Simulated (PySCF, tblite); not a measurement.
# C₅H₆FN: geometry, infrared bands and NMR shifts

What infrared bands and NMR shifts should C₅H₆FN (`C/C(=C/C#N)CF`) show?

Computed with tblite 0.8.0 and PySCF 2.14.0, with density-fitted response routines of our own, on a single molecule in the gas phase. Atoms are numbered from 0 throughout.

## (1) The molecule as given

13 atoms, charge 0, multiplicity 1; geometry from: force field or distance geometry start.

Bonds of the start (Å): C0–C1 1.49, C1–C2 1.35, C2–C3 1.41, C3–N4 1.16, C1–C5 1.51, C5–F6 1.36, C0–H7 1.10, C0–H8 1.09, C0–H9 1.11, C2–H10 1.09, C5–H11 1.10, C5–H12 1.09.

## (2) Relaxing the molecule with GFN2-xTB

What the job is given:

```
{"job": {"kind": "relax", "xc": "GFN2-xTB", "basis": "xTB"}, "charge": 0, "multiplicity": 1}
C     -1.587000     0.110900    -0.409500
C     -0.143100     0.082100    -0.046700
C      0.633700     1.181100    -0.121000
C      2.004100     1.242100     0.205000
N      3.125900     1.268200     0.509800
C      0.349200    -1.273700     0.411400
F      0.068600    -2.205100    -0.536500
H     -1.914600     1.119400    -0.707400
H     -1.789000    -0.569600    -1.242100
H     -2.216100    -0.192100     0.448000
H      0.190000     2.118000    -0.469000
H     -0.153200    -1.573300     1.341000
H      1.427100    -1.307500     0.599100
```

Launch:

```
OMP_NUM_THREADS=1 python probes_run.py task.json out
```

The driver reads the jobs from task.json and runs them one after another.

**Question.** This job is followed by: GFN2-xTB harmonic vibrations, gas phase; GIAO PBE0/pcSseg-1 NMR shielding, non-relativistic, gas phase. What will the session give for the following? strongest single infrared mode (GFN2-xTB); zero-point energy (GFN2-xTB); ¹³C shifts against TMS (PBE0/pcSseg-1); ¹H shifts against TMS (PBE0/pcSseg-1, means over atoms taken as alike); ¹⁵N shifts against NH3 (PBE0/pcSseg-1); ¹⁹F shifts against CFCl3 (PBE0/pcSseg-1); surface potential, 1st and 99th percentile.

**Answer**, as computed:

| quantity | value |
| --- | --- |
| strongest single infrared mode (GFN2-xTB) | 2368 cm⁻¹, 206 km/mol |
| zero-point energy (GFN2-xTB) | 60.8 kcal/mol |
| ¹³C shifts against TMS (PBE0/pcSseg-1) | 174.2, 119.8, 98.5, 87.4, 22.6 ppm |
| ¹H shifts against TMS (PBE0/pcSseg-1, means over atoms taken as alike) | 5.65, 5.23, 2.23 ppm |
| ¹⁵N shifts against NH3 (PBE0/pcSseg-1) | 328.1 ppm |
| ¹⁹F shifts against CFCl3 (PBE0/pcSseg-1) | -259.8 ppm |
| surface potential, 1st and 99th percentile | -1.74 V and 1.40 V |

The optimisation took 97 steps and gained 0.073 eV; among the close pairs (by a distance rule), C0–H9 changed most, from 1.106 to 1.090 Å. No mode is imaginary among the 33: a minimum at this level. The strongest single mode, at 2368 cm⁻¹, moves mainly C3 and N4. GFN2-xTB is a fitted tight-binding method: band positions and strengths are rough. Its intensities can rank the bands wrongly. The most deshielded hydrogen is H11, H12 (mean) (hydrogen on an allylic sp3 CH2 bonded to F), at 5.65 ppm: its carbon carries F, an electronegative neighbour. At PBE0/pcSseg-1: Shielding is most anisotropic at N4 (span 428 ppm, paramagnetic term -401 ppm). At PBE0/pcSseg-1, counted by nearest atom on the grid, the HOMO lies on C1, C2 about 26 % each; N4 22 %, the LUMO on C1 35 %; C2 18 %.
